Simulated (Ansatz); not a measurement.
**CH5B2NS: a ladder of functionals and wavefunction methods**

How much do the methods differ for CH5B2NS? The plan is to run it at one geometry with functionals of several rungs and with coupled cluster. The yardstick is the atomisation energy at the CCSD(T) limit.

The runs use Ansatz 0.2.0, Gaussian basis; functionals in def2-TZVPP, the program's frozen cores in correlated methods.

Plan: LDA (SPW92), PBE-D4, revPBE-D4, BLYP-D4, r2SCAN-D4, B97M-V, PBE0-D4, B3LYP-D4, r2SCANh-D4, r2SCAN0-D4, HSE06-D4, BHLYP-D4, CAM-B3LYP-D4, LC-ωPBE, ωB97X-V, ωB97M-V, B2PLYP, PBE-QIDH; CCSD(T)/def2-SVP; CCSD(T)/def2-TZVPP; MP2/def2-QZVPP; extrapolation to the limit; RPA on PBE.

### Step 1. The relaxed structure

The geometry comes from an earlier relaxation with PBE0-D4 in a triple-zeta def2 set; it is a stationary point, not always the lowest conformer.

10 atoms, charge 0, spin multiplicity 1.

Atoms are counted from 1 here; the program's logs count them from 0.

Bond lengths: B1–N2 1.414 Å, B1–H6 1.195 Å, B1–H7 1.195 Å, N2–B3 1.422 Å, N2–H8 1.010 Å, B3–C4 1.557 Å, B3–H9 1.197 Å, C4–S5 1.616 Å, C4–H10 1.092 Å. Angles: N2–B1–H6 119.5°, N2–B1–H7 118.8°, H6–B1–H7 121.7°, B1–N2–B3 126.8°, B1–N2–H8 117.2°, B3–N2–H8 116.0°, N2–B3–C4 121.7°, N2–B3–H9 119.4°, C4–B3–H9 118.9°, B3–C4–S5 114.1°, B3–C4–H10 125.5°, S5–C4–H10 120.4°.

### Step 2. LDA

This LDA is Slater exchange with PW92 correlation.

The input, in.yaml:

```yaml
crystal:
  periodic: [false, false, false]
  atoms:
    - {symbol: B, position_ang: [-1.500424, -0.464992, 0.401704]}
    - {symbol: N, position_ang: [-0.147768, -0.763634, 0.687059]}
    - {symbol: B, position_ang: [0.997433, -0.064660, 0.214603]}
    - {symbol: C, position_ang: [0.881852, 1.086851, -0.826708]}
    - {symbol: S, position_ang: [1.335943, 0.672573, -2.320866]}
    - {symbol: H, position_ang: [-2.365873, -1.134860, 0.882413]}
    - {symbol: H, position_ang: [-1.746643, 0.461973, -0.310997]}
    - {symbol: H, position_ang: [0.032592, -1.548215, 1.297553]}
    - {symbol: H, position_ang: [2.083250, -0.390186, 0.597798]}
    - {symbol: H, position_ang: [0.512839, 2.093951, -0.619661]}
basis:
  gaussian: {orbitals: def2-TZVPP}
hamiltonian: {xc: lda}
output: {orbitals: {seedname: orbitals}}
```

Further steps of the session: PBE-D4 (GGA); revPBE-D4 (GGA); BLYP-D4 (GGA); r2SCAN-D4 (meta-GGA); B97M-V (meta-GGA); PBE0-D4 (hybrid); B3LYP-D4 (hybrid); r2SCANh-D4 (hybrid); r2SCAN0-D4 (hybrid); HSE06-D4 (hybrid); BHLYP-D4 (hybrid); CAM-B3LYP-D4 (range-separated); LC-ωPBE (range-separated); ωB97X-V (range-separated); ωB97M-V (range-separated); B2PLYP (double hybrid); PBE-QIDH (double hybrid); CCSD(T) in def2-SVP; CCSD(T) in def2-TZVPP; MP2 in def2-QZVPP; RPA on PBE orbitals.

Q: Predict the results of all the runs planned. Wanted: atomisation energy, CCSD(T)/CBS; farthest beyond LDA; mean size of error, GGA; mean size of error, meta-GGA; mean size of error, hybrid; mean size of error, range-separated; mean size of error, double hybrid; gap, smallest and largest; T1 diagnostic.

**Answer**, as computed:

| quantity | value |
| --- | --- |
| atomisation energy, CCSD(T)/CBS | 39.306 eV |
| functionals within 0.197 eV (0.5 %) | r2SCANh-D4, r2SCAN0-D4, LC-ωPBE, B2PLYP, PBE-QIDH |
| farthest beyond LDA | PBE-D4 (+1.298 eV) |
| mean size of error, GGA | 0.704 eV |
| mean size of error, meta-GGA | 0.467 eV |
| mean size of error, hybrid | 0.434 eV |
| mean size of error, range-separated | 0.344 eV |
| mean size of error, double hybrid | 0.034 eV |
| gap, smallest and largest | 1.74 eV (LDA (SPW92)), 8.94 eV (LC-ωPBE) |
| T1 diagnostic | 0.0163 |
| triples share of the correlation energy | 4.5 % |

In words: LDA overbinds by 5.953 eV (15 %). PBE-D4 misses by +1.298 eV. Double hybrids carry the basis error of their MP2 part in triple zeta, and no dispersion term here, so their miss is partly the set-up's. By mean error the best rung here is double hybrid (0.034 eV) and the worst beyond LDA is GGA (0.704 eV). Misses under about 0.197 eV are within the doubt on the reference itself, which lacks core-valence correlation, relativity and higher excitations. Hartree-Fock recovers 74 % of the binding; the rest is correlation. CCSD(T) in def2-SVP is off by -1.846 eV, worse than the median functional, from the basis alone. The gap grows from 1.7 to 8.9 eV across the functionals, mostly with the share of exact exchange. The restricted reference is unstable towards a spin-broken one.
